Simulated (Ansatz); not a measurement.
MgAsPt5, space group P4/mmm, a scan of one input key

With the Python package of Ansatz (0.2.0).

Notebook, run cell by cell (the value of a cell's last expression is shown):

In [1]:
```python
import ansatz
```

In [2]:
```python
lattice = ansatz.Lattice.of(
    (3.949909, 0.0, 0.0),
    (0.0, 3.949909, 0.0),
    (0.0, 0.0, 7.127417),
)
sites = [
    ("Mg", (0.0, 0.0, 0.0)),
    ("As", (0.5, 0.5, 0.5)),
    ("Pt", (0.5, 0.5, 0.0)),
    ("Pt", (0.0, 0.5, 0.279095)),
    ("Pt", (0.5, 0.0, 0.279095)),
    ("Pt", (0.0, 0.5, 0.720905)),
    ("Pt", (0.5, 0.0, 0.720905)),
]
cell = ansatz.Crystal(lattice=lattice)
for symbol, position in sites:
    cell = cell.atom(symbol, position)
```

In [3]:
```python
cell.resolved().tree()["lattice"]
```
Out [3]:
```text
((3.949909, 0.0, 0.0), (0.0, 3.949909, 0.0), (0.0, 0.0, 7.127417))
```

In [4]:
```python
base = (
    cell.calculation()
    .functional("lda")
    .kpoints(6, 6, 4)
    .occupations(ansatz.OccupationsMethod.GAUSSIAN, width=0.05)
    .band_table()
)
typed = base.input()
rows = []
for value in [4, 6, 9]:
    edited = typed.set(ansatz.key.basis.ecutrho_ratio, value)
    r = ansatz.Session.from_dict(edited).plan().execute().report
    rows.append((value, r["free_energy_ev"], r["n_iterations"], len(r["eigenvalues_ev"][0]) if "eigenvalues_ev" in r else 0))
lines = [",".join(["density ratio", "F eV", "iterations", "bands listed"])] + [",".join(f"{v:.4f}" if isinstance(v, float) else str(v) for v in row) for row in rows]
print("\n".join(lines))
with open("edit.csv", "w") as handle:
    handle.write("\n".join(lines) + "\n")
print(edited.to_yaml())
```
```text
DeckWarning: basis.ecutwfc = 420 eV, auto-derived from the records' recommended cutoffs: set by Mg (normal level)
density ratio,F eV,iterations,bands listed
4,-67903.4944,7,69
6,-67903.4944,7,69
9,-67903.4944,7,69
crystal:
  lattice:
    - [3.949909, 0.0, 0.0]
    - [0.0, 3.949909, 0.0]
    - [0.0, 0.0, 7.127417]
  atoms:
    - { symbol: Mg, position: [0.0, 0.0, 0.0] }
    - { symbol: As, position: [0.5, 0.5, 0.5] }
    - { symbol: Pt, position: [0.5, 0.5, 0.0] }
    - { symbol: Pt, position: [0.0, 0.5, 0.279095] }
    - { symbol: Pt, position: [0.5, 0.0, 0.279095] }
    - { symbol: Pt, position: [0.0, 0.5, 0.720905] }
    - { symbol: Pt, position: [0.5, 0.0, 0.720905] }
kpoints:
  mp_grid:
    grid: [6, 6, 4]
hamiltonian:
  xc: lda
scf:
  occupations:
    method: gaussian
    width: 0.05
output:
  eigenvalues: true
basis:
  ecutrho_ratio: 9
```

Caveats:
- Absolute energies stand on the zero of these potentials, so only differences at equal settings mean something. A total without «per atom» is that of the whole cell that was run.
- No spin polarisation was allowed.
- The mesh is modest for a metal, so energies can be off by several to tens of meV an atom and pressures by half a GPa or more; differences at equal mesh fare better.
- Spin-orbit coupling, which matters for elements this heavy, is left out.
- This cell is a computed structure, which may not be the phase found in nature.
- Warnings are shown shortened and without file and line.
- Hardware and time: 37 s on 1 thread of Arm Neoverse V1, with other jobs on the host, peak memory 0.58 GiB.
